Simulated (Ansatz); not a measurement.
# Si20H8CF2: the cost of one run

Program: Ansatz 0.2.0. Level of theory: DFT PBE, plane waves, PAW, scalar-relativistic, no spin polarisation. These are calculated values, not measurements.

### 1 The structure to begin with

The cell holds 31 atoms (CH8F2Si20): a = 7.679 Å, b = 7.679 Å, c = 21.256 Å, α = 90.00°, β = 90.00°, γ = 90.00°.

The coordinates stand in the first input below.

### 2 Dynamics

200 steps of 0.5 fs at constant energy.

input.yaml

```yaml
accuracy: low
crystal:
  lattice:
    - [7.67918, 0.0, 0.0]
    - [0.0, 7.67918, 0.0]
    - [0.0, 0.0, 21.2555]
  atoms:
    - { symbol: H, position: [0.409392, 0.0, 0.0470466] }
    - { symbol: H, position: [0.090608, 0.0, 0.0470466] }
    - { symbol: H, position: [0.909392, 0.0, 0.0470466] }
    - { symbol: H, position: [0.590608, 0.0, 0.0470466] }
    - { symbol: H, position: [0.409392, 0.5, 0.0470466] }
    - { symbol: H, position: [0.090608, 0.5, 0.0470466] }
    - { symbol: H, position: [0.909392, 0.5, 0.0470466] }
    - { symbol: H, position: [0.590608, 0.5, 0.0470466] }
    - { symbol: Si, position: [0.25, 0.0, 0.0877655] }
    - { symbol: Si, position: [0.75, 0.0, 0.0877655] }
    - { symbol: Si, position: [0.25, 0.5, 0.0877655] }
    - { symbol: Si, position: [0.75, 0.5, 0.0877655] }
    - { symbol: Si, position: [0.25, 0.25, 0.1516313] }
    - { symbol: Si, position: [0.75, 0.25, 0.1516313] }
    - { symbol: Si, position: [0.25, 0.75, 0.1516313] }
    - { symbol: Si, position: [0.75, 0.75, 0.1516313] }
    - { symbol: Si, position: [0.0, 0.25, 0.2154972] }
    - { symbol: Si, position: [0.5, 0.25, 0.2154972] }
    - { symbol: Si, position: [0.0, 0.75, 0.2154972] }
    - { symbol: Si, position: [0.5, 0.75, 0.2154972] }
    - { symbol: Si, position: [0.0, 0.0, 0.279363] }
    - { symbol: Si, position: [0.5, 0.0, 0.279363] }
    - { symbol: Si, position: [0.0, 0.5, 0.279363] }
    - { symbol: Si, position: [0.5, 0.5, 0.279363] }
    - { symbol: Si, position: [0.25, 0.0969069, 0.3413469] }
    - { symbol: Si, position: [0.75, 0.0969069, 0.3413469] }
    - { symbol: Si, position: [0.25, 0.4030931, 0.3244102] }
    - { symbol: Si, position: [0.75, 0.4030931, 0.3244102] }
    - { symbol: C, position: [0.5004439, 0.4091119, 0.4488008] }
    - { symbol: F, position: [0.370607, 0.3705895, 0.4854972] }
    - { symbol: F, position: [0.6302808, 0.4476342, 0.4854972] }
basis:
  ecutwfc: 420.0
kpoints:
  mp_grid: { grid: [1, 1, 1] }
hamiltonian:
  xc: pbe
  pseudopotentials: { kind: paw, azcp: { folder: soft_1 } }
scf:
  occupations: { method: fermi_dirac, width: 0.02 }
  lower_state_search: "off"
md:
  timestep: 0.5
  n_steps: 200
  ensemble: nve
  initial_velocities: zero
  seed: 538505
  initial_site_velocities:
    - { site: 28, velocity: [0.004249, 0.0, -0.011675] }
    - { site: 29, velocity: [0.004249, 0.0, -0.011675] }
    - { site: 30, velocity: [0.004249, 0.0, -0.011675] }
  constraints: [{ sites: [0, 1, 2, 3, 4, 5, 6, 7, 8, 9, 10, 11] }]
```

Command:

```
ansatz run input.yaml --threads 1 --pin off --max-ram 3072MiB --backend cpu --events-out ev --progress --plain --runs-dir out
```

What time and memory should one allow on 1 thread of Arm Neoverse V2, shared host?

About 15 min, with a peak of 0.87 GiB.
